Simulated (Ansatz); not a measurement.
MoIr4:

```
CELL_PARAMETERS angstrom
1.37422 0.79341 11.30610
-1.37422 0.79341 11.30610
0.00000 -1.58681 11.30610
ATOMIC_POSITIONS crystal
Ir 0.60030 0.60030 0.60030
Ir 0.19932 0.19932 0.19932
Ir 0.80068 0.80068 0.80068
Ir 0.39970 0.39970 0.39970
Mo 0.00000 0.00000 0.00000
```

The cell comes from a database or a generator and needn't be the stable form of this composition.

| Property | Result |
| --- | --- |
| Program | Ansatz 0.2.0 |
| Task | single point |
| Functional | PBEsol |
| Potentials or basis | Ansatz PAW |
| Cutoff | 420 eV (not typed: the program's choice for these potentials) |
| k mesh | 11 × 11 × 11 |
| Occupations | fermi-dirac, width 0.05 eV |
| Spin | no spin polarisation |

On this cell: pressure -12.0 GPa; largest force 0.046 eV/Å; band gap on the k mesh none (metal or under the smearing width).

The same run follows on a disturbed copy (atoms moved at random, drawn with an rms of 0.05 Å):

```
Ir Mo
1.0
     1.37422    0.79341   11.30610
    -1.37422    0.79341   11.30610
     0.00000   -1.58681   11.30610
Ir Mo
4 1
Cartesian
  0.0152 0.0020 20.3858
  0.0148 0.0172 6.7427
  -0.0127 -0.0051 27.1645
  -0.0083 -0.0127 13.5212
  0.0358 0.0036 0.0066
```

Task: What changes?

Result: The energy (extrapolated to zero smearing) moves by +3.7 meV/atom; pressure -11.5 GPa; largest force 0.438 eV/Å; band gap on the k mesh none (metal or under the smearing width).

Forces in eV/Å, atoms in the order of the input:
```
Ir   0.009  0.006 -0.297
Ir  -0.060 -0.081  0.284
Ir   0.105  0.052 -0.229
Ir   0.093  0.051  0.425
Mo  -0.148 -0.027 -0.182
```

Stress tensor (GPa, compression positive):
```
-11.70  -0.05  -0.07
 -0.05 -11.65  -0.08
 -0.07  -0.08 -11.09
```

Caveats: the PAW data sets come from PBE, with cores solved anew for the run's functional, which leaves a small shift of forces and pressure.
